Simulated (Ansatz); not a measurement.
K2CuAsF6, space group Fm-3m, a band structure

Program: the Ansatz DFT code, driven from Python.

The script reads `POSCAR_k2cuasf6`:
```text
K2CuAsF6
1.0
   0.00000000    4.28701300    4.28701300
   4.28701300    0.00000000    4.28701300
   4.28701300    4.28701300    0.00000000
K Cu As F
2 1 1 6
Direct
   0.75000000    0.75000000    0.75000000
   0.25000000    0.25000000    0.25000000
   0.50000000    0.50000000    0.50000000
   0.00000000    0.00000000    0.00000000
   0.75658900    0.24341100    0.24341100
   0.24341100    0.24341100    0.75658900
   0.24341100    0.75658900    0.75658900
   0.24341100    0.75658900    0.24341100
   0.75658900    0.24341100    0.75658900
   0.75658900    0.75658900    0.24341100
```

The script, `k2cuasf6_bands.py`:
```python
"""Band structure of K2CuAsF6."""

from dataclasses import dataclass
import warnings

import ansatz
from ase.io import read
import numpy as np


@dataclass(frozen=True)
class Options:
    mesh: tuple[int, ...] = (4, 4, 4)
    functional: str = "PBEsol"
    occupations: str = "Fixed"
    n_empty: int = 10


opts = Options()


def main() -> None:
    warnings.simplefilter("ignore", ansatz.DeckWarning)

    atoms = read("POSCAR_k2cuasf6", format="vasp")
    cell = ansatz.Crystal.from_ase(atoms)

    # high-symmetry points in fractions of the reciprocal vectors
    path = [
        ("K", (0.375, 0.375, 0.75)),
        ("G", (0.0, 0.0, 0.0)),
        ("L", (0.5, 0.5, 0.5)),
        ("W", (0.5, 0.25, 0.75)),
        ("X", (0.5, 0.0, 0.5)),
    ]
    base = (
        cell.calculation()
        .kpoints(*opts.mesh)
        .functional(opts.functional)
        .pseudopotentials("paw")
        .occupations(opts.occupations)
        .band_structure([point for _, point in path], intervals=10)
        .scf(extra_bands=opts.n_empty)
    )
    result = base.run()
    report = result.report

    print(f"free energy      {report['free_energy_ev']:.5f} eV")
    print(f"per atom         {report['free_energy_ev'] / len(result.lattice.sites):.5f} eV")
    print(f"SCF iterations   {report['n_iterations']}  (converged: {report['converged']})")

    bands = result.band_structure()
    fermi = bands.fermi_energy_ev
    print(f"zero of the bands: {fermi:.3f} eV, the Fermi level found on the SCF mesh")
    for spin, channel in enumerate(bands.channels):
        print("channel", spin, "- computed levels within 6 eV of the Fermi level")
        for i, (label, _) in enumerate(path):
            levels = channel.eigenvalues_ev[i * 10] - fermi
            print(f"  {label:3s}", " ".join(f"{e:7.3f}" for e in levels if abs(e) < 6))


if __name__ == "__main__":
    main()
```

`python k2cuasf6_bands.py` gives:
```text
free energy      -19240.77090 eV
per atom         -1924.07709 eV
SCF iterations   8  (converged: True)
zero of the bands: 6.568 eV, the Fermi level found on the SCF mesh
channel 0 - computed levels within 6 eV of the Fermi level
  K    -5.826  -5.586  -5.569  -5.556  -5.503  -5.491  -5.348  -5.274  -5.198  -4.941  -3.286  -0.851  -0.825  -0.819  -0.434  -0.124   1.792   2.330   2.599   4.033   5.278   5.526
  G    -5.301  -5.301  -5.301  -5.225  -5.225  -5.225  -4.846  -4.846  -4.846  -4.261  -0.862  -0.862  -0.862  -0.290  -0.290   1.892   1.892   1.892   2.508   5.122   5.122   5.970
  L    -5.884  -5.884  -5.757  -5.757  -5.227  -5.227  -5.132  -5.087  -5.087  -5.025  -3.101  -0.875  -0.847  -0.847  -0.559  -0.559   0.937   2.785   2.785   4.623   4.900   5.799   5.799
  W    -5.709  -5.613  -5.613  -5.460  -5.460  -5.455  -5.445  -5.429  -5.043  -5.043  -3.265  -0.838  -0.838  -0.814  -0.502  -0.061   2.002   2.340   2.340   4.097   5.445   5.445
  X    -5.932  -5.716  -5.716  -5.573  -5.573  -5.447  -5.447  -5.447  -5.313  -5.313  -4.857  -3.425  -0.855  -0.814  -0.814  -0.286   0.000   2.327   2.327   2.328   3.417   5.053   5.888   5.892
```

What to keep in mind:
- Absolute energies stand on the zero of these potentials, so only differences at equal settings mean something.
- No spin polarisation was allowed.
- With fixed filling the reported Fermi level is the top filled level among the k-points of the SCF.
- Without a Hubbard U or exact exchange, semilocal functionals often make such 3d compounds metallic or too weakly gapped.
- This cell is a computed structure, which may not be the phase found in nature.
- Gaps and levels are Kohn-Sham values on a finite set of k-points, without spin-orbit coupling.
- The whole script took 5.3 s on 1 thread of AMD EPYC 9R45 96-Core Processor (Zen 5), with other jobs on the host, peak memory 0.63 GiB.

(Lines on the test bed's own set-up are left out of the output.)
